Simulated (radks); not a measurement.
# Hf³⁺ in [Xe] 4f14 5d1: an all-electron calculation

Wanted: eigenvalues, radial structure and energy terms of the hafnium ion Hf3+.

The numbers are computed with radks (a radial shooting solver on a logarithmic mesh, Libxc functionals) version 1 (Dirac Kohn-Sham, OLYP, spin-unpolarised, spherical densities, point nucleus; open shells fill j = l - 1/2 first), except any that are marked as measured or tabulated.

## 1. Starting point

- element: hafnium (Z = 72)
- charge: +3
- electrons: 69
- configuration: [Xe] 4f14 5d1

## 2. Self-consistent calculation

Input:

```text
Z 72
configuration [Xe] 4f14 5d1
relativity Dirac
functional optx,lyp
spin unpolarised
j_filling energy
nucleus point
c 137.035999084
```

**Question.** What will this run give?

As calculated:

```
                        quantity                   value
                    total energy     -15101.5770 hartree
exchange-correlation share of it                  2.08 %
                            −T/E                  1.1188
          highest occupied level       5d3/2, -27.405 eV
    most extended occupied level  5d3/2, <r> = 1.92 bohr
 radius at density 0.001 e/bohr³               3.28 bohr
    maxima of the radial density                       4
         ionisation energy, NIST    33.37 (semi-emp.) eV
```

What this shows: 5 principal shells are occupied and 4 maxima appear in the radial density; where shells overlap, one shows as a shoulder or not at all. Relativity lifts −T/E to 1.119. The top level binds by 27.405 eV, 82 % of the NIST ionisation energy of 33.37 eV; the potential of a semilocal functional falls off too fast, so its top eigenvalue is too shallow. Spin polarisation and multiplet splitting are left out.
